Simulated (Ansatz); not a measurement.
**CH6Cl2O2Si2: a ladder of functionals and wavefunction methods**

An exercise on one series of results from a longer session: the logs are not shown, and one member is left open.

Computed with Ansatz 0.2.0, Gaussian basis. Level: functionals in def2-TZVPP, the program's frozen cores in correlated methods.

Plan: PBE-D4, r2SCAN-D4, PBE0-D4, B3LYP-D4, ωB97X-V, ωB97M-V, B2PLYP; CCSD(T)/def2-TZVPP; MP2/def2-QZVPP; extrapolation to the limit.

**The relaxed structure**

An earlier PBE0-D4 in a triple-zeta def2 set relaxation fixed the geometry.

SMILES `CO[Si@@H](Cl)[Si@H](O)Cl`, 13 atoms, charge 0, spin multiplicity 1.

Atoms are counted from 1 here; the program's logs count them from 0.

Bond lengths: C1–O2 1.414 Å, C1–H8 1.095 Å, C1–H9 1.094 Å, C1–H10 1.090 Å, O2–Si3 1.629 Å, Si3–Cl4 2.079 Å, Si3–Si5 2.341 Å, Si3–H11 1.485 Å, Si5–O6 1.635 Å, Si5–Cl7 2.063 Å, Si5–H12 1.477 Å, O6–H13 0.961 Å. Angles: O2–C1–H8 111.3°, O2–C1–H9 110.7°, O2–C1–H10 108.0°, H8–C1–H9 108.9°, H8–C1–H10 108.8°, H9–C1–H10 109.0°, C1–O2–Si3 124.7°, O2–Si3–Cl4 110.6°, O2–Si3–Si5 109.0°, O2–Si3–H11 110.8°, Cl4–Si3–Si5 103.9°, Cl4–Si3–H11 105.2°, Si5–Si3–H11 117.0°, Si3–Si5–O6 109.6°, Si3–Si5–Cl7 104.8°, Si3–Si5–H12 116.8°, O6–Si5–Cl7 111.7°, O6–Si5–H12 106.5° and more.

Set-up of the first run:

Contents of in.yaml:

```yaml
crystal:
  periodic: [false, false, false]
  atoms:
    - {symbol: C, position_ang: [0.501459, -1.095936, -2.252582]}
    - {symbol: O, position_ang: [0.292478, -0.910468, -0.866011]}
    - {symbol: Si, position_ang: [0.333040, 0.529792, -0.106057]}
    - {symbol: Cl, position_ang: [-1.204388, 1.755394, -0.781001]}
    - {symbol: Si, position_ang: [-0.154006, 0.210653, 2.161304]}
    - {symbol: O, position_ang: [-1.773460, 0.122503, 2.366695]}
    - {symbol: Cl, position_ang: [0.645746, 1.859719, 3.108739]}
    - {symbol: H, position_ang: [1.394690, -0.562810, -2.595908]}
    - {symbol: H, position_ang: [-0.362428, -0.744285, -2.823408]}
    - {symbol: H, position_ang: [0.636548, -2.162544, -2.433782]}
    - {symbol: H, position_ang: [1.584540, 1.261600, -0.429545]}
    - {symbol: H, position_ang: [0.416426, -0.992119, 2.801754]}
    - {symbol: H, position_ang: [-2.310675, 0.728491, 1.849801]}
basis:
  gaussian: {orbitals: def2-TZVPP}
hamiltonian: {xc: pbe, dispersion: d4}
output: {forces: true, orbitals: {seedname: orbitals}}
```

Run with:

```bash
$ ansatz run in.yaml --threads 2 --pin off --events-out ev --progress --plain --max-ram 31744MiB --backend cuda --devices 0, --max-vram 18GiB
```

Among the steps run: PBE-D4 (GGA); r2SCAN-D4 (meta-GGA); PBE0-D4 (hybrid); B3LYP-D4 (hybrid); ωB97X-V (range-separated); ωB97M-V (range-separated); B2PLYP (double hybrid); CCSD(T) in def2-TZVPP; MP2 in def2-QZVPP.

One of the session's tables, all rows but one given; the rest of the session is left out.

```
            method  atomisation energy (kJ/mol)
            PBE-D4                       4778.3
         r2SCAN-D4                       4740.2
           PBE0-D4                       4700.0
          B3LYP-D4                       4692.7
           ωB97X-V                            ?
           ωB97M-V                       4739.9
            B2PLYP                       4647.6
     HF/def2-TZVPP                       3438.2
    MP2/def2-TZVPP                       4699.6
   CCSD/def2-TZVPP                       4514.1
CCSD(T)/def2-TZVPP                       4588.4
           MP2/CBS                       4850.2
       CCSD(T)/CBS                       4739.0
```

**Question.** Estimate the row for ωB97X-V.

As computed: atomisation energy (kJ/mol): 4747.6. In the column «atomisation energy (kJ/mol)» it lies between r2SCAN-D4 (4740.2) and PBE-D4 (4778.3).
